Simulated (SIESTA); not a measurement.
**Re in SIESTA: convergence with vacuum**

The system is Re, a slab with vacuum.

```
Re
1.0
     2.76534    0.00000    0.00000
    -1.38267    2.39485    0.00000
     0.00000    0.00000   14.94720
Re
5
Cartesian
  0.0000 1.5966 3.0000
  1.3827 0.7983 5.2368
  0.0000 1.5966 7.4736
  1.3827 0.7983 9.7104
  0.0000 1.5966 11.9472
```

The slab is cut from a database's or a generator's crystal, which needn't be the stable form of the element.

* Program: SIESTA 5.4.2
* Task: single point
* Functional: PBE
* Potentials or basis: PseudoDojo 0.4 standard (PBE files)
* Basis: DZP (energy shift 0.003 Ry; two zetas on semicore shells)
* Grid cutoff: 800 Ry
* Energy shift: 0.003 Ry
* k mesh: 8 × 8 × 1
* Occupations: fermi-dirac, width 0.05 eV
* Spin: no spin polarisation

These are the settings of the first run; the series varies vacuum, with any setting tied to it.

Hardware: 1 thread of Arm Neoverse V2, on a shared host.

| vacuum | energy less the tightest run, at zero smearing (meV/atom) | largest force (eV/Å) | SCF cycles | CPU time (s) | peak memory (GiB) |
| --- | --- | --- | --- | --- | --- |
| 6 | -6.38 | 1.026 | 16 | 120 | 0.53 |
| 8 | 0.00 | 1.018 | 16 | 120 | 0.55 |
| 10 | 0.00 | 1.015 | 16 | 120 | 0.54 |
| 12 | 0.00 | 1.016 | 16 | 120 | 0.55 |
| 15 | 0.00 | 1.015 | 15 | 120 | 0.58 |
| 20 | 0.00 | 1.017 | 16 | 120 | 0.58 |

Against the tightest run, the energy stays within 1 meV/atom from 8 on; the largest force stays within 0.005 eV/Å from 8 on. The tightest run that finished is the yardstick and may itself not be fully converged.

Caveat, for the tightest run too: the basis of atomic orbitals isn't converged, which shifts pressures, moduli and gaps. Spin-orbit coupling is left out, which matters for the levels of Re.
